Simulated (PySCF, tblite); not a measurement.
# C6H9BO2: geometry, infrared bands and NMR shifts

Aim: predict the infrared bands and NMR shifts of C6H9BO2 (`C=CC[B@H-]1OC=CC=[O+]1`).

Programs: tblite 0.8.0 and PySCF 2.14.0, with density-fitted response routines of our own. Each step states its level of theory. These are calculated values for one molecule in the gas phase, unless marked as measured. Atoms count from 0, in the outputs and in this text.

### 1 The molecule as given

18 atoms, charge 0, multiplicity 1; geometry from: force field or distance geometry start.

Bonds of the start (Å): C0–C1 1.34, C1–C2 1.49, C2–B3 1.63, B3–O4 1.52, O4–C5 1.40, C5–C6 1.34, C6–C7 1.47, C7–O8 1.27, O8–B3 1.50, C0–H9 1.08, C0–H10 1.08, C1–H11 1.10, C2–H12 1.10, C2–H13 1.11, B3–H14 1.18, C5–H15 1.09, C6–H16 1.08, C7–H17 1.07.

### 2 Relaxing the molecule with GFN2-xTB

What the job is given:

```
{"job": {"kind": "relax", "xc": "GFN2-xTB", "basis": "xTB"}, "charge": 0, "multiplicity": 1}
C      1.910600     0.353200     1.351000
C      1.682700    -0.828100     0.769400
C      1.450600    -0.976500    -0.695300
B     -0.046100    -0.504900    -1.121000
O     -1.068500    -1.202200    -0.237600
C     -2.187600    -0.524700     0.256400
C     -2.277800     0.803800     0.152900
C     -1.175300     1.566400    -0.461200
O     -0.177200     0.984500    -0.997700
H      1.891300     1.268400     0.770000
H      2.088700     0.416200     2.416700
H      1.724100    -1.731500     1.393800
H      1.557600    -2.038600    -0.971600
H      2.195400    -0.383500    -1.270900
H     -0.249100    -0.812700    -2.244200
H     -2.968700    -1.083500     0.763900
H     -3.135500     1.323300     0.566700
H     -1.223900     2.636900    -0.452900
```

Run with:

```console
$ OMP_NUM_THREADS=1 python probes_run.py task.json out
```

The driver reads the jobs from task.json and runs them one after another.

**Question.** This job is followed by: GFN2-xTB harmonic vibrations, gas phase; GIAO PBE0/pcSseg-1 NMR shielding, non-relativistic, gas phase. Predict these results of the whole session: strongest single infrared mode (GFN2-xTB); zero-point energy (GFN2-xTB); 13C shifts against TMS (PBE0/pcSseg-1); 1H shifts against TMS (PBE0/pcSseg-1); 11B shifts against BF3·OEt2 (PBE0/pcSseg-1); 17O shifts against H2O (PBE0/pcSseg-1).

As calculated:

```
                                   quantity                                                     value
  strongest single infrared mode (GFN2-xTB)                                     1438 cm⁻¹, 649 km/mol
               zero-point energy (GFN2-xTB)                                             86.9 kcal/mol
     13C shifts against TMS (PBE0/pcSseg-1)               188.9, 187.4, 152.7, 117.2, 108.2, 38.4 ppm
      1H shifts against TMS (PBE0/pcSseg-1)  7.81, 7.69, 6.88, 5.22, 5.03, 4.97, 4.24, 1.72, 1.39 ppm
11B shifts against BF3·OEt2 (PBE0/pcSseg-1)                                                   5.4 ppm
     17O shifts against H2O (PBE0/pcSseg-1)                                          285.3, 275.9 ppm
```

What this shows: The optimisation took 98 steps and gained 0.762 eV; among the close pairs (by a distance rule), O4–C5 changed most, from 1.398 to 1.262 Å. All 48 modes are real, so the xTB geometry is a minimum. The strongest single mode, at 1438 cm⁻¹, is spread over several atoms, C6, C5, C7 among them. Unscaled tight-binding wavenumbers are off by several per cent, some by more. Its intensities can rank the bands wrongly. The most deshielded carbon is C7 (aldehyde carbonyl carbon), at 188.9 ppm: low-lying n→π* states of the double bond to the heteroatom give a large paramagnetic term (-251 ppm).
